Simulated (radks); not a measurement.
# Pt⁵⁶⁺ in [Ne] 3s1.5 3p6 3d4 4s0.5: an all-electron calculation

One table from this session's results is given with a row withheld; the runs are named, their logs left out.

Program: radks (a radial shooting solver on a logarithmic mesh, Libxc functionals) version 1. Level of theory: Dirac Kohn-Sham, revPBE, spin-unpolarised, spherical densities, finite nucleus; open shells fill j = l - 1/2 first. These are calculated values, not measurements, unless marked.

### The system

- element: platinum (Z = 78)
- charge: +56
- electrons: 22
- configuration: [Ne] 3s1.5 3p6 3d4 4s0.5
- nuclear rms radius: 5.427 fm

Set-up of the first run:

Input:

```text
Z 78
configuration [Ne] 3s1.5 3p6 3d4 4s0.5
relativity Dirac
functional pbe_r,pbe
spin unpolarised
j_filling energy
nucleus finite rms 5.427 fm
c 137.035999084
```

On the command line:

```sh
> python run_ks.py task.json out
```

The same process makes all the runs of this session.

One of the session's tables, all rows but one given; the rest of the session is left out.

It belongs to the step «Radial structure». Sizes of the orbitals, from the radial functions (bohr):

| level | <r> | outermost maximum (interpolated) | 90 % within | nodes |
| --- | --- | --- | --- | --- |
| 1s1/2 | 0.01715 | 0.0106 | 0.0313 | 0 |
| 2s1/2 | ? | ? | ? | ? |
| 2p1/2 | 0.05871 | 0.0452 | 0.0977 | 0 |
| 2p3/2 | 0.06698 | 0.0524 | 0.109 | 0 |
| 3s1/2 | 0.1776 | 0.168 | 0.260 | 2 |
| 3p1/2 | 0.1672 | 0.156 | 0.250 | 1 |
| 3p3/2 | 0.1803 | 0.169 | 0.268 | 1 |
| 3d3/2 | 0.1552 | 0.130 | 0.238 | 0 |
| 3d5/2 | 0.1592 | 0.134 | 0.243 | 0 |
| 4s1/2 | 0.3409 | 0.342 | 0.482 | 3 |

**Question.** Estimate the row for 2s1/2.

**Answer.** <r>: 0.07128; outermost maximum (interpolated): 0.0613; 90 % within: 0.112; nodes: 1. In the column «<r>» it lies between 2p3/2 (0.06698) and 3d3/2 (0.1552).
